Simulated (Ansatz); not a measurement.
A run of Ansatz 0.2.0 is set up as follows.

Contents of input.yaml:

```yaml
crystal:
  lattice:
    - [4.20407, 0.0, 0.0]
    - [2.02172, 3.83952, 0.0]
    - [2.04686, 1.279, 6.28132]
  atoms:
    - { symbol: H, position: [0.89145, 0.68202, 0.62796] }
    - { symbol: Pb, position: [0.14426, 0.92872, 0.88352] }
    - { symbol: "N", position: [0.2567, 0.28861, 0.30171] }
    - { symbol: O, position: [0.83108, 0.65056, 0.78405] }
    - { symbol: O, position: [0.38694, 0.2238, 0.11295] }
    - { symbol: O, position: [0.31104, 0.03576, 0.45856] }
    - { symbol: O, position: [0.07726, 0.60633, 0.32275] }
hamiltonian:
  xc: pbesol
  pseudopotentials: { kind: paw }
kpoints:
  mp_grid: { grid: [7, 7, 5] }
  band_path:
    path:
      - [[0.0, 0.0, 0.5], [0.0, 0.0, 0.0], [0.5, 0.0, 0.0]]
      - [[0.5, 0.0, 0.5], [0.0, 0.0, 0.0], [0.0, 0.5, 0.0]]
      - [[0.0, 0.5, 0.5], [0.0, 0.0, 0.0], [0.5, 0.5, 0.0]]
      - [[0.5, 0.5, 0.5], [0.0, 0.0, 0.0]]
    npoints: 10
scf:
  occupations: { method: fermi_dirac, width: 0.05 }
  n_extra_bands: 17
output:
  forces: true
  stress: true
  eigenvalues: true
  fatbands: false
  write_density: true
  write_potential: true
  elf: true
  volumetric_format: npy
```

Potentials or basis: Ansatz PAW.

Command:

```sh
$ ansatz run input.yaml --threads 8 --pin off --max-ram 20480MiB --backend cpu --events-out ev --progress --plain --runs-dir out
```

Task: Predict the band gap on the k mesh.

Result: 2.81 eV, indirect (least direct gap 2.83 eV).

Task: Estimate the pressure.

Result: -2.9 GPa.

Task: What does it give for the band gap along the path?

Result: 3.05 eV, direct.

Task: Estimate the largest force.

Result: 0.391 eV/Å.

Stress tensor (GPa, compression positive):
```
-2.06  0.11  0.01
 0.11 -3.44  0.07
 0.01  0.07 -3.28
```

Caveat: the pressure holds a Pulay correction of +0.7 GPa for the finite cutoff; spin-orbit coupling is left out, which as a rule narrows the gap of such compounds by several tenths of an eV; the PAW data sets come from PBE, with cores solved anew for the run's functional, which leaves a small shift of forces and pressure. Expect the measured gap to be larger: semilocal functionals such as PBEsol lack the derivative discontinuity.
